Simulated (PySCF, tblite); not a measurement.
# C₃H₅F₃OSSi: geometry, infrared bands and NMR shifts

What infrared bands and NMR shifts should C₃H₅F₃OSSi (`FC(F)(F)S/C=C/O[SiH3]`) show?

Programs: tblite 0.8.0 and PySCF 2.14.0, with density-fitted response routines of our own. Each step states its level of theory. These are calculated values for one molecule in the gas phase, unless marked as measured. Atoms are numbered from 0 throughout.

## Step 1: The starting structure

14 atoms, charge 0, multiplicity 1; geometry from: force field or distance geometry start.

Bonds of the start (Å): F0–C1 1.34, C1–F2 1.41, C1–F3 1.39, C1–S4 1.81, S4–C5 1.78, C5–C6 1.32, C6–O7 1.38, O7–Si8 1.71, C5–H9 1.09, C6–H10 1.10, Si8–H11 1.48, Si8–H12 1.49, Si8–H13 1.49.

## Step 2: Relaxing the molecule with GFN2-xTB

What the job is given:

```
{"job": {"kind": "relax", "xc": "GFN2-xTB", "basis": "xTB"}, "charge": 0, "multiplicity": 1}
F      2.328200     1.382700    -0.965000
C      2.893300     0.641700     0.001000
F      2.874600     1.299900     1.248300
F      4.235700     0.387700    -0.278900
S      2.127000    -0.963400     0.318900
C      0.479800    -0.797700     0.983500
C     -0.583400    -1.146400     0.286800
O     -1.873800    -1.038600     0.771900
Si    -2.869400     0.273600     0.301100
H      0.370400    -0.400200     1.990200
H     -0.455600    -1.553900    -0.728600
H     -4.175700    -0.280700    -0.103300
H     -3.084100     1.112500     1.510200
H     -2.267800     1.082400    -0.798000
```

Run with:

```bash
$ OMP_NUM_THREADS=1 python probes_run.py task.json out
```

One launch serves the whole session: the jobs run in the order shown.

**Question.** This job is followed by: GFN2-xTB harmonic vibrations, gas phase; GIAO PBE0/pcSseg-1 NMR shielding, non-relativistic, gas phase. Predict these results of the whole session: strongest single infrared mode (GFN2-xTB); zero-point energy (GFN2-xTB); ¹³C shifts against TMS (PBE0/pcSseg-1); ¹H shifts against TMS (PBE0/pcSseg-1, means over atoms taken as alike); ¹⁹F shifts against CFCl3 (PBE0/pcSseg-1, means over atoms taken as alike); ³³S shifts against CS2 (PBE0/pcSseg-1); ¹⁷O shifts against H2O (PBE0/pcSseg-1); ²⁹Si shifts against TMS (PBE0/pcSseg-1).

**Answer**, as computed:

| quantity | value |
| --- | --- |
| strongest single infrared mode (GFN2-xTB) | 2260 cm⁻¹, 347 km/mol |
| zero-point energy (GFN2-xTB) | 46.5 kcal/mol |
| ¹³C shifts against TMS (PBE0/pcSseg-1) | 159.8, 141.8, 100.3 ppm |
| ¹H shifts against TMS (PBE0/pcSseg-1, means over atoms taken as alike) | 7.07, 5.43, 5.03 ppm |
| ¹⁹F shifts against CFCl3 (PBE0/pcSseg-1, means over atoms taken as alike) | -58.5 ppm |
| ³³S shifts against CS2 (PBE0/pcSseg-1) | 126 ppm |
| ¹⁷O shifts against H2O (PBE0/pcSseg-1) | 110.5 ppm |
| ²⁹Si shifts against TMS (PBE0/pcSseg-1) | -39.1 ppm |

**Reading.** Over 123 steps the energy fell by 0.845 eV; of the close pairs, C1–F2 changed most, 1.410 to 1.336 Å. No mode is imaginary among the 36: a minimum at this level. The strongest single mode, at 2260 cm⁻¹, moves mainly H12 and H13. GFN2-xTB is a fitted tight-binding method: band positions and strengths are rough. Its intensities can rank the bands wrongly. C6 (alkene carbon bearing oxygen) lies farthest downfield among carbon, at 159.8 ppm; an sp2 carbon further deshielded by the attached heteroatom. H10 (hydrogen on an alkene carbon bearing oxygen) lies farthest downfield among hydrogen, at 7.07 ppm; attached to an sp2 carbon and in the plane of the double bond. At PBE0/pcSseg-1: The largest span, 528 ppm, is at S4, where the paramagnetic term is -677 ppm.
